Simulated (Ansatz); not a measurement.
**C₂H₇In: up Jacob's ladder to CCSD(T)**

One table from this session's results is given with a row withheld; the runs are named, their logs left out.

The runs use Ansatz 0.2.0, Gaussian basis; functionals in def2-TZVPP, the program's frozen cores in correlated methods.

Levels to be run: LDA (SPW92), PBE-D4, revPBE-D4, BLYP-D4, r2SCAN-D4, B97M-V, PBE0-D4, B3LYP-D4, r2SCANh-D4, r2SCAN0-D4, HSE06-D4, BHLYP-D4, CAM-B3LYP-D4, LC-ωPBE, ωB97X-V, ωB97M-V, B2PLYP, PBE-QIDH; CCSD(T)/def2-SVP; CCSD(T)/def2-TZVPP; MP2/def2-QZVPP; extrapolation to the limit; RPA on PBE.

### Structure used throughout

All runs share one geometry, relaxed beforehand with PBE0-D4 in a triple-zeta def2 set. In takes the def2 core potential; no spin-orbit term is included.

SMILES `C[CH2][InH2]`, 10 atoms, charge 0, spin multiplicity 1.

Atoms are counted from 1 here; the program's logs count them from 0.

Bond lengths: C1–C2 1.522 Å, C1–H4 1.096 Å, C1–H5 1.093 Å, C1–H6 1.093 Å, C2–In3 2.165 Å, C2–H7 1.095 Å, C2–H8 1.095 Å, In3–H9 1.732 Å, In3–H10 1.734 Å. Angles: C2–C1–H4 111.8°, C2–C1–H5 111.9°, C2–C1–H6 111.9°, H4–C1–H5 107.1°, H4–C1–H6 107.1°, H5–C1–H6 106.7°, C1–C2–In3 115.5°, C1–C2–H7 111.0°, C1–C2–H8 111.0°, In3–C2–H7 106.7°, In3–C2–H8 106.7°, H7–C2–H8 105.3°, C2–In3–H9 120.8°, C2–In3–H10 119.9°, H9–In3–H10 119.3°.

Set-up of the first run:

Contents of in.yaml:

```yaml
crystal:
  periodic: [false, false, false]
  atoms:
    - {symbol: C, position_ang: [-0.977700, 0.382720, -0.894677]}
    - {symbol: C, position_ang: [-0.314719, -0.630334, 0.028307]}
    - {symbol: In, position_ang: [1.454398, 0.070182, 1.061707]}
    - {symbol: H, position_ang: [-1.865252, -0.032530, -1.384576]}
    - {symbol: H, position_ang: [-0.300656, 0.717228, -1.685219]}
    - {symbol: H, position_ang: [-1.297073, 1.277763, -0.354204]}
    - {symbol: H, position_ang: [-0.022642, -1.530875, -0.522314]}
    - {symbol: H, position_ang: [-1.013044, -0.976048, 0.797905]}
    - {symbol: H, position_ang: [2.318515, -0.968067, 2.146063]}
    - {symbol: H, position_ang: [2.018173, 1.689971, 0.806999]}
basis:
  gaussian: {orbitals: def2-TZVPP}
hamiltonian: {xc: lda}
output: {orbitals: {seedname: orbitals}}
```

Steps of the session up to this table: LDA; PBE-D4 (GGA); revPBE-D4 (GGA); BLYP-D4 (GGA); r2SCAN-D4 (meta-GGA); B97M-V (meta-GGA); PBE0-D4 (hybrid); B3LYP-D4 (hybrid); r2SCANh-D4 (hybrid); r2SCAN0-D4 (hybrid); HSE06-D4 (hybrid); BHLYP-D4 (hybrid); CAM-B3LYP-D4 (range-separated); LC-ωPBE (range-separated); ωB97X-V (range-separated); ωB97M-V (range-separated); B2PLYP (double hybrid); PBE-QIDH (double hybrid).

One of the session's tables, all rows but one given; the rest of the session is left out.

It belongs to the step «Frontier levels by functional». 

```
  functional  HOMO (eV)  LUMO (eV)  gap (eV)
 LDA (SPW92)      -6.11      -2.55      3.56
      PBE-D4      -5.97      -2.29      3.69
   revPBE-D4      -5.92      -2.17      3.75
     BLYP-D4      -5.86      -2.27      3.59
   r2SCAN-D4      -6.18      -1.98      4.20
      B97M-V      -6.24      -2.29      3.96
     PBE0-D4      -7.08      -1.55      5.53
    B3LYP-D4          ?          ?         ?
  r2SCANh-D4      -6.59      -1.73      4.86
  r2SCAN0-D4      -7.23      -1.37      5.86
    HSE06-D4      -6.69      -1.91      4.78
    BHLYP-D4      -8.11      -0.93      7.18
CAM-B3LYP-D4      -8.39      -0.78      7.61
     LC-ωPBE      -9.70       0.33     10.03
     ωB97X-V      -9.36       0.18      9.54
     ωB97M-V      -9.24      -0.14      9.10
```

**Question.** Estimate the row for B3LYP-D4.

Worked estimate for «HOMO (eV)». Against the share of exact exchange, BLYP-D4 (0, -5.86), BHLYP-D4 (0.5, -8.11) give a slope of -4.50 per unit share; at 0.2 the line stands at -6.76.

As computed: HOMO (eV): -6.90; LUMO (eV): -1.84; gap (eV): 5.06. In «HOMO (eV)» the line misses by +0.14.
